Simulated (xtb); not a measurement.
# GFN2-xTB run of C3H4F2Si (SMILES CC1=C(F)[SiH]1F)

Aim: an optimisation with harmonic vibrations of C3H4F2Si. 

The calculation is run with xtb 6.7.1 later snapshot.

7 further runs of the same task are left out: 4 that didn't finish, 3 set aside as unsound or not needed.

## Step 1: The structure to begin with

C3H4F2Si: 10 atoms, total charge 0, spin state singlet. As SMILES, `CC1=C(F)[SiH]1F`. The shape comes from a force field and isn't a relaxed structure. The run starts from this shape.

Bond lengths: C1–C2 1.502 Å, C2–C3 1.318 Å, C3–F4 1.407 Å, C2–Si5 1.795 Å, C3–Si5 1.765 Å, Si5–F6 1.607 Å, C1–H7 1.046 Å, C1–H8 1.079 Å, C1–H9 1.145 Å, Si5–H10 1.521 Å. Some angles: C1–C2–C3 128.3°, C1–C2–Si5 134.1°, C3–C2–Si5 67.1°, C2–C3–F4 121.1°, C2–C3–Si5 69.5°, F4–C3–Si5 127.5°, C2–Si5–C3 43.5°, C2–Si5–F6 107.5°, C3–Si5–F6 116.0°, C2–C1–H7 113.4°.

## Step 2: An optimisation with harmonic vibrations at GFN2-xTB

File detailed.inp:

```
$chrg 0
$spin 0
$end
```

File struc.sdf:

```

     RDKit          3D

 10 10  0  0  0  0  0  0  0  0999 V2000
   -0.4446   -0.9925    0.8926 C   0  0  0  0  0  0  0  0  0  0  0  0
   -0.4472   -0.0732   -0.2949 C   0  0  0  0  0  0  0  0  0  0  0  0
    0.2714   -0.1595   -1.3966 C   0  0  0  0  0  0  0  0  0  0  0  0
    1.2877   -1.1238   -1.5284 F   0  0  0  0  0  0  0  0  0  0  0  0
    0.4071    1.4538   -0.6935 Si  0  0  1  0  0  4  0  0  0  0  0  0
   -0.7009    2.5206   -1.1591 F   0  0  0  0  0  0  0  0  0  0  0  0
    0.2570   -1.7653    0.8182 H   0  0  0  0  0  0  0  0  0  0  0  0
   -1.4515   -1.3732    0.9662 H   0  0  0  0  0  0  0  0  0  0  0  0
   -0.2849   -0.3763    1.8449 H   0  0  0  0  0  0  0  0  0  0  0  0
    1.1891    1.8383    0.5535 H   0  0  0  0  0  0  0  0  0  0  0  0
  2  1  1  0
  3  2  2  0
  4  3  1  0
  5  3  1  0
  5  2  1  0
  6  5  1  0
  7  1  1  0
  8  1  1  0
  9  1  1  0
  5 10  1  1
M  END
$$$$
```

Launch:

```bash
$ xtb struc.sdf --ohess --gfn 2 --json -I detailed.inp | tee struc.out
```

What values should one expect? Wanted: total energy at the end; dipole moment; HOMO energy; LUMO energy; HOMO–LUMO gap; dispersion energy; mean polarisability; lowest harmonic wavenumber; highest harmonic wavenumber.

Answer, from the run:

At GFN2-xTB:

| quantity | value |
| --- | --- |
| total energy at the end | -19.61507 Eh |
| dipole moment | 2.76 D |
| HOMO energy | -10.32 eV |
| LUMO energy | -6.27 eV |
| HOMO–LUMO gap | 4.05 eV |
| dispersion energy | -14.41 kJ/mol |
| mean polarisability (D4 model) | 62.9 bohr³ |
| lowest harmonic wavenumber | 90 cm⁻¹ |
| highest harmonic wavenumber | 3016 cm⁻¹ |
| zero-point energy | 159.0 kJ/mol |

What this shows: At the final geometry: Bond lengths: C1–C2 1.481 Å, C2–C3 1.346 Å, C3–F4 1.346 Å, C2–Si5 1.871 Å, C3–Si5 1.850 Å, Si5–F6 1.611 Å, C1–H7 1.089 Å, C1–H8 1.090 Å, C1–H9 1.090 Å, Si5–H10 1.437 Å. Some angles: C1–C2–C3 138.6°, C1–C2–Si5 153.5°, C3–C2–Si5 67.9°, C2–C3–F4 134.2°, C2–C3–Si5 69.6°, F4–C3–Si5 156.2°, C2–Si5–C3 42.4°, C2–Si5–F6 120.4°, C3–Si5–F6 119.9°, C2–C1–H7 110.6°. All 24 modes are real, so the shape is a minimum at this level.
